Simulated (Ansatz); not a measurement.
Debugging the levels without and with spin-orbit coupling of SnTe, space group F-43m (the Python package of Ansatz (0.2.0)).

Input file `POSCAR_snte`:
```text
SnTe
1.0
   0.00000000    3.61114600    3.61114600
   3.61114600    0.00000000    3.61114600
   3.61114600    3.61114600    0.00000000
Sn Te
1 1
Direct
   0.00000000    0.00000000    0.00000000
   0.75000000    0.75000000    0.75000000
```

The script, `soc_snte.py`:
```python
# -*- coding: utf-8 -*-
"""Levels of SnTe without and with spin-orbit coupling."""

import logging
import sys

import ansatz as az
from ase.io import read

logging.basicConfig(stream=sys.stdout, format="%(name)s: %(message)s")
log = logging.getLogger("ansatz_job")
log.setLevel(logging.INFO)

atoms = read("POSCAR_snte", format="vasp")
xtal = az.Crystal.from_ase(atoms)

model = (
    xtal.calculation()
    .kpoints(6)
    .occupations(az.OccupationsMethod.FIXED)
    .functional("lda")
    .basis(550)
    .band_table()
)
for label, variant in (("scalar-relativistic", model), ("spin-orbit", model.spin(soc=True))):
    r = variant.run(threads=1, backend="cpu").report
    zero = r["band_edges_ev"][0] if r.get("band_edges_ev") else r["fermi_energy_ev"]
    near = [round(e - zero, 3) for e in r["eigenvalues_ev"][0] if abs(e - zero) < 4]
    print(label)
    print("  band edges (eV):", [round(e, 3) for e in r.get("band_edges_ev") or []] or "none reported")
    print("  levels at k =", r["kpoints_frac"][0], "within 4 eV of the zero:", near)
```

Running `python soc_snte.py` prints:
```text
scalar-relativistic
  band edges (eV): [4.48, 4.681]
  levels at k = [0.0, 0.0, 0.0] within 4 eV of the zero: [-1.716, -1.716, -1.716, 1.164, 1.164, 1.164]
RunWarning: iter 4: σ=0 fill of 30 bands saw a band overlap (occupied 4.6847 eV > unoccupied 4.6752 eV) — on an unconverged iterate often a transient of an unconverged empty band; one that stands at the close is told there (band_overlap_at_count); if the run [...]
RunWarning: the bands overlap at the fill by count (30 filled at each k-point of a channel): the highest filled level, 4.683561 eV at k-index 15, stands 0.0069 eV over the lowest empty one, 4.676679 eV at k-index 12, so that a fill of the lowest levels lies [...]
spin-orbit
  band edges (eV): none reported
  levels at k = [0.0, 0.0, 0.0] within 4 eV of the zero: [-2.471, -2.471, -1.673, -1.673, -1.673, -1.673, 0.586, 0.586, 1.136, 1.136, 1.136, 1.136, 3.862, 3.862]
```
(Warnings from the package without file and line, shortened.)

No error stopped it. What is wrong with the input all the same?

The fault: fixed occupations, though the bands overlap at this level of theory. The change:

```diff
--- before
+++ after
@@ -19,3 +19,3 @@
     .kpoints(6)
-    .occupations(az.OccupationsMethod.FIXED)
+    .occupations("fermi_dirac", width=0.05)
     .functional("lda")
```

After the fix:

```console
$ python soc_snte.py
scalar-relativistic
  band edges (eV): none reported
  levels at k = [0.0, 0.0, 0.0] within 4 eV of the zero: [-1.853, -1.853, -1.853, 1.03, 1.03, 1.03, 3.93]
spin-orbit
  band edges (eV): none reported
  levels at k = [0.0, 0.0, 0.0] within 4 eV of the zero: [-2.492, -2.492, -1.693, -1.693, -1.693, -1.693, 0.575, 0.575, 1.125, 1.125, 1.125, 1.125, 3.849, 3.849]
```

What to keep in mind:
- The computed bands are complete only to about 3.8 eV above the Fermi level.
- This cell is a computed structure, which may not be the phase found in nature.
- Levels are Kohn-Sham eigenvalues on this mesh.
- With spin-orbit coupling each level holds one electron and, with inversion or at time-reversal points, comes in pairs; a window in energy can cut a split set.
- Finished in 20 s on 1 thread of Arm Neoverse V1, with other jobs on the host, peak memory 0.75 GiB.
